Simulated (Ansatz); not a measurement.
# BGaH₄O: how energies converge with the basis set

Aim: see how fast density functionals converge with the basis set for BGaH₄O.

Computed with Ansatz 0.2.0, Gaussian basis. Level: one geometry, several basis sets.

The runs, in order: PBE0-D4/def2-SVP; ωB97M-V/def2-SVP; PBE0-D4/def2-QZVPP; ωB97M-V/def2-QZVPP; the functionals' def2-TZVPP values are taken from earlier runs.

**1. The relaxed structure**

All runs share one geometry, relaxed beforehand with PBE0-D4 in a triple-zeta def2 set.

SMILES `[BH2][GaH][OH]`, 7 atoms, charge 0, spin multiplicity 1.

Atoms are counted from 1 here; the program's logs count them from 0.

Bond lengths: B1–Ga2 2.082 Å, B1–H4 1.197 Å, B1–H5 1.197 Å, Ga2–O3 1.799 Å, Ga2–H6 1.566 Å, O3–H7 0.959 Å. Angles: Ga2–B1–H4 121.9°, Ga2–B1–H5 121.9°, H4–B1–H5 116.1°, B1–Ga2–O3 119.8°, B1–Ga2–H6 129.7°, O3–Ga2–H6 110.5°, Ga2–O3–H7 114.6°.

**2. PBE0-D4 in def2-SVP**

Contents of in.yaml:

```yaml
crystal:
  periodic: [false, false, false]
  atoms:
    - {symbol: B, position_ang: [-1.372810, 0.018298, 0.020404]}
    - {symbol: Ga, position_ang: [0.638609, 0.008523, 0.559121]}
    - {symbol: O, position_ang: [1.905214, -0.084042, -0.714503]}
    - {symbol: H, position_ang: [-2.005094, -0.993007, -0.084312]}
    - {symbol: H, position_ang: [-1.965789, 1.035751, -0.195563]}
    - {symbol: H, position_ang: [1.293709, 0.071991, 1.980129]}
    - {symbol: H, position_ang: [1.567460, -0.125515, -1.610878]}
basis:
  gaussian: {orbitals: def2-SVP}
hamiltonian: {xc: pbe0, dispersion: d4}
output: {orbitals: {seedname: orbitals}}
```

On the command line:

```sh
ansatz run in.yaml --threads 2 --pin off --events-out ev --progress --plain --max-ram 4352MiB
```

Further steps of the session: ωB97M-V in def2-SVP; PBE0-D4 in def2-QZVPP; ωB97M-V in def2-QZVPP.

**Question.** What will the summary of the whole plan be? Wanted: PBE0-D4: double and triple zeta above quadruple; ωB97M-V: double and triple zeta above quadruple.

The runs gave:

```
                                       quantity           value
PBE0-D4: double and triple zeta above quadruple  11.53, 1.37 eV
ωB97M-V: double and triple zeta above quadruple  11.61, 1.33 eV
```

What this shows: For PBE0-D4 the step from double to triple zeta gains 10.16 eV and the next only 1.37 eV. These are total energies; as a rule much of such shifts cancels in differences, which this series doesn't test.
